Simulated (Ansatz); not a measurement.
**HfB2: one crystal by all-electron and frozen-core methods**

Aim: solve HfB2 at one geometry with LAPW, all electrons, PAW with frozen cores and all-electron PAW on datasets made for the crystal, and see where they agree.

Program: Ansatz 0.2.0. Level of theory: DFT PBEsol, scalar-relativistic. These are calculated values, not measurements.

### Step 1. The structure to begin with

The structure is hexagonal, space group P6/mmm (No. 191). Conventional cell: a = 3.140 Å, b = 3.140 Å, c = 3.480 Å, α = 90.00°, β = 90.00°, γ = 120.00°. Hf (site symmetry 6/mmm) is surrounded by 12 B at 2.51 Å. B (site symmetry -6m2) is surrounded by 3 B at 1.81 Å and 6 Hf at 2.51 Å.

Coordinates:

```
Hf B
1.0
     3.14000    0.00000    0.00000
    -1.57000    2.71932    0.00000
     0.00000    0.00000    3.48000
Hf B
1 2
Direct
  0.00000 0.00000 0.00000
  0.33333 0.66667 0.50000
  0.66667 0.33333 0.50000
```

The structure is an experimental refinement, used without relaxation.

Atoms are numbered in the order of the input: Hf1, B2, B3.

### Step 2. LAPW, all electrons

The input, input.yaml:

```yaml
crystal:
  lattice:
    - [3.1400001005, 0.0, 0.0]
    - [-1.5700000503, 2.7193198549, 0.0]
    - [0.0, 0.0, 3.48]
  atoms:
    - { symbol: Hf, position: [0.0, 0.0, 0.0] }
    - { symbol: B, position: [0.3333333333, 0.6666666667, 0.5] }
    - { symbol: B, position: [0.6666666667, 0.3333333333, 0.5] }
kpoints:
  mp_grid: { grid: [13, 13, 11] }
  band_path:
    path:
      - [0.0, 0.0, 0.0]
      - [0.5, 0.0, 0.0]
      - [0.3333333333, 0.3333333333, 0.0]
      - [0.0, 0.0, 0.0]
      - [0.0, 0.0, 0.5]
      - [0.5, 0.0, 0.5]
      - [0.3333333333, 0.3333333333, 0.5]
      - [0.0, 0.0, 0.5]
      - [0.5, 0.0, 0.5]
    npoints: 14
scf:
  occupations: { method: fermi_dirac, width: 0.05 }
hamiltonian:
  xc: pbesol
  pseudopotentials: { kind: all_electron, lapw: { basis_error: 0.0005 } }
output:
  forces: true
  stress: true
  eigenvalues: true
  populations: true
  dos: { projected: true, de: 0.2, e_range: [-14, 8] }
```

The run is started by

```
$ ansatz run input.yaml --threads 1 --pin off --max-ram 6144MiB --backend cpu --events-out ev --progress --plain --runs-dir out
```

Log (excerpt; [...] marks lines left out):

```text
Hf: projections on atomic orbitals take those of the free atom 1s2 2s2 2p6 3s2 3p6 3d10 4s2 4p6 4d10 4f14 5s2 5p6 5d2 6s2, of charge +0.00 (hamiltonian.pseudopotentials.projection_atoms)
B: projections on atomic orbitals take those of the free atom 1s2 2s2 2p1, of charge +0.00 (hamiltonian.pseudopotentials.projection_atoms)
LAPW: plane waves up to 9.096 Å⁻¹, error target 5.0e-4 eV per atom; small_component_spin mean_spin; B in spheres of 0.906 Å, 5 of its electrons in bands, Dirac shells []; Hf in spheres of 1.387 Å, 42 of its electrons in bands, Dirac shells []
[...]
Pseudopotentials: kind: all_electron
Pseudopotential: Hf, LAPW, valence charge 42, Koelling and Harmon's equation, gaussian nucleus
Pseudopotential: B, LAPW, valence charge 5, Koelling and Harmon's equation, gaussian nucleus
Functional definition: PBEsol
[...]
Crystal: 3 atoms, lattice volume = 29.715 Å³
Basis set: ecut = 315.2412884280278 eV, 389 PW (Γ), exchange–correlation at level 2
Bands: 32, of which v1, the nominal top of the filled ones, is band 26 counted from 1 (25 counted from 0)
Symmetry: 24 space group operations
Space group: P6/mmm (ITA 191), of the structure as read, at distance tolerance 3.1e-5 Å
k-points: 126 of 1859
[...]
SCF iter   1: F=—  HF=-411477.371230 eV  |F-HF|=—  |Δ(HF+E_count)|=         —  Δρ=7.50e-2  dr2=3.17e0  ethr=6.09e-3  ⟨swp⟩=2.0  Hψ=25012  notcnv=0
[...]
the basis was enlarged: its passes take 278.5 KiB over the memory plan, 1 of 1 planned eigensolver slots
[...]
SCF iter   8: F=-411476.065511 eV  HF=-411476.065511 eV  |F-HF|=2.10e-8  |Δ(HF+E_count)|=   1.06e-6  Δρ=1.87e-5  dr2=9.90e-8  ethr=5.81e-9  ⟨swp⟩=3.0  Hψ=11902  notcnv=0
[...]
NSCF: frozen V_eff on 113 k-points
SCF converged after 8 iterations
Free energy (F): -411476.065511 eV
[...]
E sigma→0 (E₀):  -411476.064742 eV
Entropy (-TS):   -0.001538 eV (-0.513 meV/atom)
Fermi energy:    20.855284 eV
[...]
--- Forces (eV/Å), atoms counted from 1 ---
  atom   1  Hf     0.00000000     0.00000000     0.00000000
  atom   2  B     -0.00000000     0.00000000     0.00000000
  atom   3  B      0.00000000    -0.00000000     0.00000000
[...]
--- Stress (GPa, compression-positive) ---
       -3.867474      -0.000000      -0.000000
       -0.000000      -3.867474      -0.000000
       -0.000000      -0.000000      -5.187549
  P = ⅓ Tr σ = -4.3075 GPa (-43.075 kbar)
--- Band table (eV; the first three rows and the last of 126) ---
[...]
--- Löwdin populations: 3 sites ---
  site symbol       q [e]
     0     Hf     71.3436
     1      B      5.3155
     2      B      5.3155
  spilling = 0.000311 (of n_electrons = 82.000000)
```

It took 34 s on 1 thread of Intel Xeon Platinum 8488C (Sapphire Rapids), shared host; peak memory 0.59 GiB.

In short: pressure -4.31 GPa; no gap.

At the corners of the path (eV, zero at the Fermi level):

```csv
point,band 23,band 24,band 25,band 26,band 27,band 28,band 29
Γ,-3.13,-2.98,-2.98,-2.79,3.89,3.89,4.55
M,-9.00,-4.22,-3.44,-2.98,2.11,2.60,5.47
K,-8.28,-7.83,-2.67,-2.67,1.65,1.65,3.34
Γ,-3.13,-2.98,-2.98,-2.79,3.89,3.89,4.55
A,-8.45,-1.20,-1.20,0.20,0.20,0.87,0.87
L,-7.50,-5.05,-4.81,-2.73,3.98,4.02,6.13
H,-9.15,-5.57,-3.24,-3.24,4.31,5.30,6.84
A,-8.45,-1.20,-1.20,0.20,0.20,0.87,0.87
L,-7.50,-5.05,-4.81,-2.73,3.98,4.02,6.13
```

States per cell in windows of 1 eV (zero at the Fermi level; grid of 0.20 eV, so sharp peaks spill over the borders):

```csv
from,to,total,Hf 5d,B 2p,B 2s
-10,-9,0.44,0.10,0.15,0.16
-9,-8,0.46,0.08,0.20,0.14
-8,-7,0.66,0.12,0.34,0.15
-7,-6,0.72,0.15,0.42,0.09
-6,-5,0.94,0.19,0.64,0.06
-5,-4,1.24,0.32,0.82,0.05
-4,-3,1.81,0.56,1.16,0.03
-3,-2,1.27,0.62,0.61,0.01
-2,-1,0.69,0.47,0.20,0.00
-1,0,0.21,0.15,0.05,0.00
0,1,0.40,0.27,0.12,0.00
1,2,1.00,0.60,0.32,0.04
2,3,1.06,0.70,0.25,0.05
3,4,1.30,0.88,0.27,0.08
4,5,1.68,1.06,0.34,0.14
```

### Step 3. PAW with frozen cores

input.yaml, as its differences from that of step 2:

```diff
@@ -27,3 +27,3 @@
   xc: pbesol
-  pseudopotentials: { kind: all_electron, lapw: { basis_error: 0.0005 } }
+  pseudopotentials: { kind: paw }
 output:
@@ -32,3 +32,9 @@
   eigenvalues: true
+  efg: { contact_densities: true }
   populations: true
+  bader: true
   dos: { projected: true, de: 0.2, e_range: [-14, 8] }
+  write_density: true
+  write_potential: true
+  elf: true
+  volumetric_format: npy
```

The run is started by

```
$ ansatz run input.yaml --threads 1 --pin off --max-ram 6144MiB --backend cpu --events-out ev --progress --plain --runs-dir out
```

Log:

```text
Hf: output.efg is read without spin–orbit coupling, which moves field gradients at and beside such atoms by some per cent and up to a factor of two; PAW files take it under magnetization.noncollinear and magnetization.spin_orbit
Engine: ansatz 0.2.0
Pseudopotentials: kind: paw
Pseudopotential: Hf, paw, valence charge 26, recommended cutoff 420 eV (normal)
Pseudopotential: B, paw, valence charge 3, recommended cutoff 420 eV (normal)
Functional definition: PBEsol
  exchange = pbesol_x
  correlation = pbesol_c
Crystal: 3 atoms, lattice volume = 29.715 Å³
Basis set: ecut = 420 eV, 563 PW (Γ), exchange–correlation on 48×48×48 points (8 copies of the dense FFT grid, shifted against one another)
Bands: 20, of which v1, the nominal top of the filled ones, is band 16 counted from 1 (15 counted from 0)
Symmetry: 24 space group operations
Space group: P6/mmm (ITA 191), of the structure as read, at distance tolerance 3.1e-5 Å
k-points: 126 of 1859
Non-local potential: Hf, projectors of the file, l = 0: 3, l = 1: 2, l = 2: 2, l = 3: 3
Non-local potential: B, projectors of the file, l = 0: 2, l = 1: 2, l = 2: 1
PAW form: soft (Blöchl's): semilocal exchange-correlation on the pseudo side does not see the compensation charge
PAW frozen core: Hf, regenerated for the run's functional, and the local potential with it (the file was generated under x = pbe(κ = 0.804, μ = 0.2195149727645171), c = pbe(β = 0.06672455060314922))
PAW frozen core: B, regenerated for the run's functional, and the local potential with it (the file was generated under x = pbe(κ = 0.804, μ = 0.2195149727645171), c = pbe(β = 0.06672455060314922))
PAW one-centre angular grid: Hf, 590 points (default); XC on 64 Gauss nodes
PAW one-centre angular grid: B, 110 points (default); XC on 64 Gauss nodes
Initial density: superposition of atomic densities (neutral atoms: chi_scale 0, normalization atom), corrected by the library's trained network
Initial wavefunctions: pseudopotential atomic-orbital guess
Functional: x = pbesol(κ = 0.804, μ = 0.12345679012345678), c = pbesol(β = 0.046)
SCF iter   1: F=—  HF=-15906.605554 eV  |F-HF|=—  |Δ(HF+E_count)|=         —  Δρ=5.90e-3  dr2=1.84e-2  ethr=1.77e-3  ⟨swp⟩=4.0  Hψ=9817  notcnv=0
preconditioner: auto → none  [insulator: Δε(μ)=0.149 eV  Ē_g=17.413 eV  σ=0.050 eV  W_gap=0.63  n_scr=8 (ndim 8)  ℏωp=37.3 eV  f_vac=0.000  D(μ)=0.15/eV (n_scr^D=0)  ε∞_Penn≈5.6]
SCF iter   2: F=—  HF=-15906.600117 eV  |F-HF|=—  |Δ(HF+E_count)|=   5.44e-3  Δρ=1.94e-3  dr2=1.88e-3  ethr=5.74e-5  ⟨swp⟩=2.0  Hψ=4539  notcnv=0
SCF iter   3: F=—  HF=-15906.599530 eV  |F-HF|=—  |Δ(HF+E_count)|=   5.87e-4  Δρ=7.12e-4  dr2=7.58e-5  ethr=5.86e-6  ⟨swp⟩=2.4  Hψ=4310  notcnv=0
SCF iter   4: F=—  HF=-15906.599515 eV  |F-HF|=—  |Δ(HF+E_count)|=   1.48e-5  Δρ=3.15e-4  dr2=1.18e-5  ethr=2.37e-7  ⟨swp⟩=2.0  Hψ=4029  notcnv=0
SCF iter   5: F=—  HF=-15906.599513 eV  |F-HF|=—  |Δ(HF+E_count)|=   2.38e-6  Δρ=7.46e-5  dr2=4.16e-7  ethr=3.68e-8  ⟨swp⟩=2.1  Hψ=4506  notcnv=0
SCF iter   6: F=-15906.599513 eV  HF=-15906.599513 eV  |F-HF|=6.71e-10  |Δ(HF+E_count)|=   1.50e-7  Δρ=3.79e-6  dr2=1.45e-9  ethr=3.13e-10  ⟨swp⟩=7.7  Hψ=15985  notcnv=0
SCF 1 converged in 6 iterations: F = -15906.599513 eV  dr2 = 1.45e-9
NSCF: frozen V_eff on 113 k-points
SCF converged after 6 iterations
Free energy (F): -15906.599513 eV
Harris-Foulkes:  -15906.599513 eV  (|F-HF|=6.71e-10)
Internal energy: -15906.597975 eV  (E = F + TS)
E sigma→0 (E₀):  -15906.598744 eV
Entropy (-TS):   -0.001539 eV (-0.513 meV/atom)
Fermi energy:    20.462383 eV
--- Per-component energies (eV) ---
  E_band       = 125.726237
  E_kinetic    = 525.798986
  E_local      = -5283.530509  (includes V_loc(G=0)·N_el)
  E_nonlocal   = -1216.220924
  E_hartree    = 2516.173476
  E_xc         = -364.411132
  E_vxc        = -345.921671  (∫ρ·V_xc dr)
  E_paw        = -6958.685910  (= ΣΔE_a)
  E_vpaw       = 1413.255753  (= ΣTr[D̂ρ^β])
  E_aug_tail   = -0.000008  (compensation charges beyond the density's cutoff)
  E_ewald      = -5127.002467
  E_core_change = 1.280513  (= ΣΔE_core)
  E_smearing   = -0.001539  (= −TS)
  E_closure    = -0.000000  (closes the sum)
  Σ components = -15906.599513   (vs F -15906.599513, Δ=0.00e0)
--- Forces (eV/Å), atoms counted from 1 ---
  atom   1  Hf    -0.00000000    -0.00000000     0.00000000
  atom   2  B     -0.00000000    -0.00000000    -0.00000000
  atom   3  B      0.00000000     0.00000000     0.00000000
  max |Σ_I F_I| component: 5.55e-17 eV/Å
--- Stress (GPa, compression-positive) ---
       -3.895636      -0.000000      -0.000000
       -0.000000      -3.895636      -0.000000
       -0.000000      -0.000000      -5.305692
  P = ⅓ Tr σ = -4.3657 GPa (-43.657 kbar)
--- PAW observables at the nuclei: V_zz in 10²¹ V/m², potentials from the cell's mean, atoms counted from 1 ---
  atom   1  Hf V_zz =   +10.806812   η = 0.0000   by run symmetry: allowed
            electrostatic potential = -14184.344255 V   contact ρ = 7519011.711097 e/Å³
  atom   2  B  V_zz =    +0.057518   η = 0.0000   by run symmetry: allowed
            electrostatic potential = -335.967519 V   contact ρ = 481.243811 e/Å³
  atom   3  B  V_zz =    +0.057518   η = 0.0000   by run symmetry: allowed
            electrostatic potential = -335.967519 V   contact ρ = 481.243811 e/Å³
--- Band table (eV; the first three rows and the last of 126) ---
  k-point 0: bands = ["-41.3486", "-10.2278", "-9.7356", "-9.7356", "6.6674", "8.6666", "8.6875", "8.6990", "8.6990", "8.7027", "8.7027", "8.7980", "17.3360", "17.4837", "17.4837", "17.6777", "24.3510", "24.3510", "25.0164", "25.0164"]
  k-point 1: bands = ["-41.3480", "-10.2505", "-9.7340", "-9.7340", "6.7990", "8.6653", "8.6874", "8.7007", "8.7007", "8.7009", "8.7009", "8.7980", "16.3381", "17.5692", "17.5692", "18.6276", "23.4466", "23.4466", "24.7338", "24.7338"]
  k-point 2: bands = ["-41.3465", "-10.3109", "-9.7296", "-9.7296", "7.1776", "8.6624", "8.6874", "8.6963", "8.6963", "8.7053", "8.7053", "8.7980", "15.1514", "17.8213", "17.8213", "19.7049", "22.3876", "22.3876", "24.0066", "24.0066"]
  k-point 125: bands = ["-41.2871", "-10.3047", "-10.2841", "-10.1727", "8.6733", "8.6813", "8.6924", "8.6972", "8.6982", "8.7174", "8.7712", "10.9719", "11.7304", "14.8636", "17.1710", "17.2037", "24.8266", "25.8129", "26.9331", "27.0521"]
--- Löwdin populations: 3 sites ---
  site symbol       q [e]
     0     Hf     25.3273
     1      B      3.3219
     2      B      3.3219
  spilling = 0.000899 (of n_electrons = 32.000000)
--- Bader charges: 3 sites ---
  site symbol  charge [e]  shift [e]
     0     Hf      1.5510     0.0010
     1      B     -0.7755     0.0005
     2      B     -0.7755     0.0005
  estimated error of the sums over rays = 4.3e-4 e
```

Run time: 21 s. Hardware: 1 thread of Intel Xeon Platinum 8488C (Sapphire Rapids), shared host; peak memory 0.47 GiB.

In short: pressure -4.37 GPa; no gap; Vzz Hf1 10.81 (η = 0.00), B2 0.06 (η = 0.00) (10²¹ V/m²).

```csv
atom,Bader charge (e),basin volume (Å³)
Hf1,+1.55,11.88
B2,-0.78,8.91
```

Density in a lattice plane of the grid's cell (edges 3.14 and 3.14 Å, at 0.500 of the third edge), which holds B.

Values in e/Å³, 12 rows by 12 columns:
```
0.18 0.22 0.30 0.43 0.61 0.74 0.76 0.61 0.43 0.29 0.22 0.19
0.24 0.30 0.42 0.58 0.71 0.75 0.73 0.59 0.41 0.29 0.24 0.22
0.33 0.43 0.58 0.68 0.54 0.54 0.68 0.58 0.43 0.33 0.29 0.29
0.49 0.61 0.71 0.54 0.31 0.53 0.73 0.61 0.50 0.43 0.41 0.43
0.65 0.74 0.75 0.54 0.53 0.73 0.76 0.66 0.61 0.58 0.59 0.61
0.74 0.76 0.73 0.68 0.73 0.76 0.74 0.76 0.73 0.68 0.73 0.76
0.65 0.61 0.59 0.58 0.61 0.66 0.76 0.73 0.53 0.54 0.75 0.74
0.49 0.43 0.41 0.43 0.50 0.61 0.73 0.53 0.31 0.54 0.71 0.61
0.33 0.29 0.29 0.33 0.43 0.58 0.68 0.54 0.54 0.68 0.58 0.43
0.24 0.22 0.24 0.29 0.41 0.59 0.73 0.75 0.71 0.58 0.42 0.30
0.18 0.19 0.22 0.29 0.43 0.61 0.76 0.74 0.61 0.43 0.30 0.22
0.17 0.18 0.24 0.33 0.49 0.65 0.74 0.65 0.49 0.33 0.24 0.18
```
Columns run along the first of these edges and rows up along the second, over one cell in 12 and 12 even steps from the bottom left corner. Atoms in the plane (fractional): B at (0.33, 0.67), B at (0.67, 0.33).

ELF in the same plane.

Values, 12 rows by 12 columns:
```
0.22 0.30 0.44 0.60 0.70 0.76 0.77 0.72 0.61 0.45 0.30 0.22
0.33 0.44 0.53 0.54 0.44 0.40 0.47 0.56 0.55 0.45 0.34 0.30
0.52 0.60 0.54 0.25 0.05 0.04 0.25 0.54 0.60 0.52 0.45 0.45
0.71 0.70 0.44 0.05 0.01 0.09 0.47 0.70 0.70 0.60 0.55 0.61
0.82 0.76 0.40 0.04 0.09 0.42 0.77 0.81 0.70 0.54 0.56 0.72
0.86 0.77 0.47 0.25 0.47 0.77 0.85 0.77 0.47 0.25 0.47 0.77
0.82 0.72 0.56 0.54 0.70 0.81 0.77 0.42 0.09 0.04 0.40 0.76
0.71 0.61 0.55 0.60 0.70 0.70 0.47 0.09 0.01 0.05 0.44 0.70
0.52 0.45 0.45 0.52 0.60 0.54 0.25 0.04 0.05 0.25 0.54 0.60
0.33 0.30 0.34 0.45 0.55 0.56 0.47 0.40 0.44 0.54 0.53 0.44
0.22 0.22 0.30 0.45 0.61 0.72 0.77 0.76 0.70 0.60 0.44 0.30
0.18 0.22 0.33 0.52 0.71 0.82 0.86 0.82 0.71 0.52 0.33 0.22
```
Columns run along the first of these edges and rows up along the second, over one cell in 12 and 12 even steps from the bottom left corner. Atoms in the plane (fractional): B at (0.33, 0.67), B at (0.67, 0.33).

Both are smooth fields of the valence electrons: close to the nuclei they are not physical.

Maxima of ELF outside the ion cores: 0.86 on the B–B line, 0.9 Å from B.

### Step 4. All-electron PAW on datasets made for the crystal

input.yaml, as its differences from that of step 3:

```diff
@@ -22,3 +22,3 @@
       - [0.5, 0.0, 0.5]
-    npoints: 14
+    npoints: 8
 scf:
@@ -27,3 +27,3 @@
   xc: pbesol
-  pseudopotentials: { kind: paw }
+  pseudopotentials: { kind: all_electron, datasets: crystal }
 output:
@@ -33,8 +33 @@
   efg: { contact_densities: true }
-  populations: true
-  bader: true
-  dos: { projected: true, de: 0.2, e_range: [-14, 8] }
-  write_density: true
-  write_potential: true
-  elf: true
-  volumetric_format: npy
```

The run is started by

```
$ ansatz run input.yaml --threads 1 --pin off --max-ram 6144MiB --backend cpu --events-out ev --progress --plain --runs-dir out
```

Log (excerpt; [...] marks lines left out):

```text
[...]
Hf: output.efg is read without spin–orbit coupling, which moves field gradients at and beside such atoms by some per cent and up to a factor of two; PAW files take it under magnetization.noncollinear and magnetization.spin_orbit
[...]
Pseudopotentials: kind: all_electron
Pseudopotential: Hf, paw, valence charge 26, recommended cutoff 400 eV (normal), Koelling and Harmon's equation, gaussian nucleus
Pseudopotential: B, paw, valence charge 3, recommended cutoff 400 eV (normal), Koelling and Harmon's equation, gaussian nucleus
Functional definition: PBEsol
[...]
Crystal: 3 atoms, lattice volume = 29.715 Å³
Basis set: ecut = 400 eV, 563 PW (Γ), exchange–correlation on 48×48×48 points (8 copies of the dense FFT grid, shifted against one another)
Bands: 20, of which v1, the nominal top of the filled ones, is band 16 counted from 1 (15 counted from 0)
Symmetry: 24 space group operations
[...]
--- Stress (GPa, compression-positive) ---
       -3.868927      -0.000000      -0.000000
       -0.000000      -3.868927      -0.000000
       -0.000000      -0.000000      -5.187146
  P = ⅓ Tr σ = -4.3083 GPa (-43.083 kbar)
--- PAW observables at the nuclei: V_zz in 10²¹ V/m², potentials from the cell's mean, atoms counted from 1 ---
  atom   1  Hf V_zz =   +11.335128   η = 0.0000   by run symmetry: allowed
            electrostatic potential = -14181.672574 V   contact ρ = 7515498.797686 e/Å³
  atom   2  B  V_zz =    +0.083678   η = 0.0000   by run symmetry: allowed
            electrostatic potential = -335.243889 V   contact ρ = 481.267042 e/Å³
  atom   3  B  V_zz =    +0.083678   η = 0.0000   by run symmetry: allowed
            electrostatic potential = -335.243889 V   contact ρ = 481.267042 e/Å³
--- Band table (eV; the first three rows and the last of 126) ---
  k-point 0: bands = ["-40.9578", "-9.8322", "-9.3444", "-9.3444", "7.0598", "9.0593", "9.0755", "9.0913", "9.0913", "9.0936", "9.0936", "9.1859", "17.7280", "17.8727", "17.8727", "18.0702", "24.7456", "24.7456"]
[...]
```

Wall time 29 s (1 thread of Intel Xeon Platinum 8488C (Sapphire Rapids), shared host); peak memory 0.72 GiB.

In short: pressure -4.31 GPa; no gap; Vzz Hf1 11.34 (η = 0.00), B2 0.08 (η = 0.00) (10²¹ V/m²).

```csv
atom,contact density (e/Å³)
Hf1,7515499
B2,481.267
```

### Step 5. The methods compared

| method | pressure (GPa) | Vzz Hf1 (10²¹ V/m²) | Vzz B2 (10²¹ V/m²) | SCF cycles, all passes |
| --- | --- | --- | --- | --- |
| LAPW | -4.31 | – | – | 8 |
| PAW | -4.37 | 10.81 | 0.06 | 6 |
| crystal datasets | -4.31 | 11.34 | 0.08 | 12 |

### Step 6. Outcome

```
           quantity                                              value
           pressure  LAPW -4.31, PAW -4.37, crystal datasets -4.31 GPa
         gap (LAPW)                                               none
Bader charges (PAW)                              Hf1 +1.55, B2 -0.78 e
  highest ELF (PAW)                                0.86, 0.91 Å from B
```

At this geometry the cell is under tension of 4.3 GPa, so it would shrink if let go. Bands cross the Fermi level: the crystal is a metal at this level. Within 0.3 eV of the Fermi level the largest projected share is Hf 5d (72 %). The projection holds only the free atom's occupied shells (Hf 6s, Hf 5p, Hf 5d, B 2s, B 2p in this range). The field gradient at Hf1, the largest by crystal datasets, is 10.81 by PAW and 11.34 by crystal datasets (10²¹ V/m²), within 5 %. Spin–orbit coupling is left out, which moves gradients at and beside heavy atoms by some per cent and at worst by a factor of two. In pressure, PAW differs from LAPW by -0.06 GPa. The price, with the outputs that each input asks for: 34 s for LAPW against 21 s for PAW, about 1.7 to one. Spin-orbit coupling is left out, though the cell holds Hf; in elements this heavy it can shift bands and gaps by tenths of an eV.
